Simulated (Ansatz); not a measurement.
# Cl3H3OSi (built from SMILES Cl[SiH](Cl)Cl.O): search for a transition state

Is there a first-order saddle for this four-centre ligand exchange, which should form Si1–O7, Cl2–H6 and break Si1–Cl2, H6–O7, and which two structures does it connect?

Method: PBE0-D4, def2-SVP first, then def2-TZVP; program: Ansatz 0.2.0, Gaussian basis.

152 further runs of the same task are left out: 152 set aside as unsound or not needed.

## Step 1: Where the work starts

The guess: 8 atoms, charge 0, spin multiplicity 1.

Atoms are counted from 1 here; the program's logs count them from 0.

Bond lengths: Si1–Cl3 2.004 Å, Si1–Cl4 2.089 Å, Si1–H5 1.441 Å, Si1–O7 1.814 Å, H6–O7 1.020 Å, O7–H8 0.968 Å. Angles: Cl3–Si1–Cl4 100.8°, Cl3–Si1–H5 126.5°, Cl3–Si1–O7 116.0°, Cl4–Si1–H5 99.5°, Cl4–Si1–O7 88.4°, H5–Si1–O7 113.5°, Si1–O7–H6 102.7°, Si1–O7–H8 126.1°, H6–O7–H8 124.6°.

Coordinates:

```csv
atom,x (Å),y (Å),z (Å)
Si1,-0.16960,0.14720,-0.68010
Cl2,2.19110,-0.22640,-0.13640
Cl3,-0.25470,-1.60870,-1.64140
Cl4,-2.20290,0.56660,-0.44920
H5,0.27140,1.40450,-1.22930
H6,0.94640,-0.18480,1.26590
O7,-0.03390,0.06040,1.12700
H8,-0.74780,-0.15880,1.74360
```

Distances that are to change: Si1–O7 1.81 Å, Cl2–H6 1.88 Å, Si1–Cl2 2.45 Å, H6–O7 1.02 Å.

## Step 2: Constrained relaxation of the guess

File hold/in.yaml:

```yaml
crystal:
  periodic: [false, false, false]
  atoms:
    - {symbol: Si, position_ang: [-0.169600, 0.147200, -0.680100]}
    - {symbol: Cl, position_ang: [2.191100, -0.226400, -0.136400]}
    - {symbol: Cl, position_ang: [-0.254700, -1.608700, -1.641400]}
    - {symbol: Cl, position_ang: [-2.202900, 0.566600, -0.449200]}
    - {symbol: H, position_ang: [0.271400, 1.404500, -1.229300]}
    - {symbol: H, position_ang: [0.946400, -0.184800, 1.265900]}
    - {symbol: O, position_ang: [-0.033900, 0.060400, 1.127000]}
    - {symbol: H, position_ang: [-0.747800, -0.158800, 1.743600]}
basis:
  gaussian: {orbitals: def2-SVP}
hamiltonian: {xc: pbe0, dispersion: d4}
relax: {f_tol: 0.04, max_steps: 150, escape_saddle: false, constraints: [{distance: [0, 6]}, {distance: [1, 5]}, {distance: [0, 1]}, {distance: [5, 6]}]}
```

Launch:

```sh
ansatz run in.yaml --threads 8 --pin off --events-out ev --progress --plain --max-ram 19148MiB
```

After this run come: Force constants to start from; Saddle search in the small basis; Saddle search in triple zeta; Checking the order of the point; Relaxing after a step of 0.30 Å one way along the mode; Relaxing after a step of 0.30 Å the other way along the mode.

Q: Predict the outcome of this session. Wanted: imaginary mode; barrier from the start side; barrier from the end side; energy of the step; pairs that change; zero-point energy at the saddle.

As calculated:

| quantity | value |
| --- | --- |
| imaginary mode | 310i cm⁻¹ |
| barrier from the start side | 18.0 kcal/mol |
| barrier from the end side | 22.7 kcal/mol |
| energy of the step | -4.7 kcal/mol |
| pairs that change | Si1–O7 formed, Cl2–H6 formed, Si1–Cl2 broken, H6–O7 broken |
| zero-point energy at the saddle | 0.986 eV |

In words: One imaginary mode, 310i cm⁻¹, makes this a first-order saddle. Going downhill both ways gives the intended start and end. At PBE0-D4/def2-TZVP the electronic barrier is 18.0 kcal/mol, about 30 kT at 298 K, and the step runs 4.7 kcal/mol downhill. A step off the saddle overshot and began above it in energy, so the link to its end is likely but not proven. The ends are the nearest minima, not always the lowest complexes.
